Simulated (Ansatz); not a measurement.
# WC: properties at the relaxed cell

The task here is to estimate one member of a computed series from the others.

Computed with Ansatz 0.2.0 (DFT r2SCAN, scalar-relativistic, plane waves, PAW, unless a step's input says otherwise).

1 further run of the same task is left out (set aside as unsound or not needed).

### The structure to begin with

It takes space group P-6m2 (No. 187, hexagonal). Conventional cell: a = 2.912 Å, b = 2.912 Å, c = 2.836 Å, α = 90.00°, β = 90.00°, γ = 120.00°. W (site symmetry -6m2) has 6 C at 2.20 Å as nearest neighbours. C (site symmetry -6m2) has 6 W at 2.20 Å as nearest neighbours.

As a file:

```
W C
1.0
     2.91210    0.00000    0.00000
    -1.45605    2.52195    0.00000
     0.00000    0.00000    2.83611
W C
1 1
Direct
  0.00000 0.00000 0.00000
  0.66667 0.33333 0.50000
```

This cell was relaxed beforehand with the same method: volume 10.41 Å³/atom, gap on the mesh none (metal).

The first run:

File input.yaml:

```yaml
crystal:
  lattice:
    - [2.912097298, 0.0, 0.0]
    - [-1.456048649, 2.5219502384, 0.0]
    - [0.0, 0.0, 2.8361125444]
  atoms:
    - { symbol: W, position: [0.0, 0.0, 0.0] }
    - { symbol: C, position: [0.6666666667, 0.3333333333, 0.5] }
basis:
  ecutwfc: 500
kpoints:
  mp_grid: { grid: [18, 18, 14] }
  band_path:
    path:
      - [[0.0, 0.0, 0.0], [0.5, 0.0, 0.0], [0.33333333, 0.33333333, 0.0], [0.0, 0.0, 0.0], [0.0, 0.0, 0.5], [0.5, 0.0, 0.5], [0.33333333, 0.33333333, 0.5], [0.0, 0.0, 0.5]]
      - [[0.5, 0.0, 0.5], [0.5, 0.0, 0.0]]
      - [[0.33333333, 0.33333333, 0.5], [0.33333333, 0.33333333, 0.0]]
    npoints: 14
hamiltonian:
  xc: r2scan
scf:
  occupations: { method: gaussian, width: 0.1 }
  n_extra_bands: 6
output:
  forces: true
  stress: true
  eigenvalues: true
  populations: true
  dos: { projected: true, de: 0.02, nscf_kmesh: { grid: [27, 27, 21] } }
  bader: true
  write_density: true
  write_potential: true
  elf: true
  volumetric_format: npy
```

On the command line:

```sh
ansatz run input.yaml --threads 1 --pin off --max-ram 2560MiB --backend cpu --events-out ev --progress --plain --runs-dir out
```

Among the steps run: Electronic structure at the relaxed geometry; Back to the database's cell; Point at V/V0 = 0.97; Volume × 1.03; Point at V/V0 = 0.94; Volume × 1.06; Point at V/V0 = 0.91; Point at V/V0 = 1.10; Volume × 0.88.

One of the session's tables, all rows but one given; the rest of the session is left out.

It belongs to the step «Equation of state». 

```
volume (Å³/atom)  energy above the lowest point (meV/atom)  pressure (GPa)
           9.165                                     233.6           66.89
           9.477                                     124.0           46.03
           9.790                                      52.1           28.23
          10.102                                         ?               ?
          10.414                                       0.0            0.01
          10.727                                      11.1          -11.12
          11.039                                      42.3          -20.64
          11.456                                     110.2          -31.20
```

**Question.** Estimate the row for volume (Å³/atom) = 10.102.

Worked estimate for «energy above the lowest point (meV/atom)». A straight line through the neighbours (9.790, 52.1) and (10.414, 0.0) gives 52.1 + (0.0 − 52.1) × (10.102 − 9.790) / (10.414 − 9.790) = 26.0; a parabola fitted to 4 rows on both sides gives 12.3.

**Answer.** energy above the lowest point (meV/atom): 12.3; pressure (GPa): 13.02. In «energy above the lowest point (meV/atom)» the line misses by +13.7 and the parabola by 0.0.
